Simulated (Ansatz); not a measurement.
# Li2Pd: response to strain

Li2Pd is deformed so: zz strain of -1 %. What stress and forces result, by LAPW, PAW and all-electron datasets made for the crystal?

Computed with Ansatz 0.2.0 (DFT LDA, scalar-relativistic, unless a step's input says otherwise).

**1. Starting point**

It takes space group P6/mmm (No. 191, hexagonal). Conventional cell: a = 4.227 Å, b = 4.227 Å, c = 2.732 Å, α = 90.00°, β = 90.00°, γ = 120.00°. Around Li (site symmetry -6m2) lie 5 Li at 2.44 to 2.73 Å and 6 Pd at 2.80 Å. Pd (site symmetry 6/mmm) has 2 Pd at 2.73 Å and 12 Li at 2.80 Å in its first shell of neighbours.

Coordinates:

```
CELL_PARAMETERS angstrom
4.22670 0.00000 0.00000
-2.11335 3.66043 0.00000
0.00000 0.00000 2.73190
ATOMIC_POSITIONS crystal
Li 0.33333 0.66667 0.50000
Li 0.66667 0.33333 0.50000
Pd 0.00000 0.00000 0.00000
```

Atoms are numbered in the order of the input: Li1, Li2, Pd3.

**2. After the deformation**

Space group P6/mmm before, P6/mmm after.

**3. LAPW, all electrons**

input.yaml

```yaml
crystal:
  lattice:
    - [4.2267001844, 0.0, 0.0]
    - [-2.1133500922, 3.6604297339, 0.0]
    - [0.0, 0.0, 2.704581]
  atoms:
    - { symbol: Li, position: [0.3333333333, 0.6666666667, 0.5] }
    - { symbol: Li, position: [0.6666666667, 0.3333333333, 0.5] }
    - { symbol: Pd, position: [0.0, 0.0, 0.0] }
kpoints:
  mp_grid: { grid: [11, 11, 15] }
  band_path:
    path:
      - [0.0, 0.0, 0.0]
      - [0.5, 0.0, 0.0]
      - [0.3333333333, 0.3333333333, 0.0]
      - [0.0, 0.0, 0.0]
      - [0.0, 0.0, 0.5]
      - [0.5, 0.0, 0.5]
      - [0.3333333333, 0.3333333333, 0.5]
      - [0.0, 0.0, 0.5]
      - [0.5, 0.0, 0.5]
    npoints: 5
scf:
  occupations: { method: fermi_dirac, width: 0.08 }
hamiltonian:
  xc: lda
  pseudopotentials: { kind: all_electron, lapw: { basis_error: 0.0005 } }
output:
  forces: true
  stress: true
  eigenvalues: true
```

Run with:

```console
> ansatz run input.yaml --threads 1 --pin off --max-ram 4096MiB --backend cpu --events-out ev --progress --plain --runs-dir out
```

**4. Frozen-core PAW**

input.yaml

```yaml
crystal:
  lattice:
    - [4.2267001844, 0.0, 0.0]
    - [-2.1133500922, 3.6604297339, 0.0]
    - [0.0, 0.0, 2.704581]
  atoms:
    - { symbol: Li, position: [0.3333333333, 0.6666666667, 0.5] }
    - { symbol: Li, position: [0.6666666667, 0.3333333333, 0.5] }
    - { symbol: Pd, position: [0.0, 0.0, 0.0] }
kpoints:
  mp_grid: { grid: [11, 11, 15] }
scf:
  occupations: { method: fermi_dirac, width: 0.08 }
hamiltonian:
  xc: lda
  pseudopotentials: { kind: paw }
output:
  forces: true
  stress: true
  eigenvalues: true
  efg: { contact_densities: true }
```

**5. Datasets made for this crystal**

Changes to input.yaml since step 4:

```diff
@@ -15,3 +15,3 @@
   xc: lda
-  pseudopotentials: { kind: paw }
+  pseudopotentials: { kind: all_electron, datasets: crystal }
 output:
```

(Steps that only read results are left out.)

Q: Predict the outcome of this session. Wanted: pressure; largest shear or deviatoric stress.

As calculated:

```
                                 quantity                                              value
                                 pressure  LAPW -4.35, PAW -4.35, crystal datasets -4.35 GPa
largest shear or deviatoric stress (LAPW)                                           1.22 GPa
```

**Reading.** The largest part of the stress beyond the pressure is 1.22 GPa in size, in the zz component; the atoms are carried along and not relaxed. No run of the undeformed cell stands beside it, so pressure and stress hold what the given cell had before the change, as far as its symmetry allows. PAW: stress within 0.01 GPa of LAPW. Crystal datasets: stress within 0.01 GPa of LAPW.
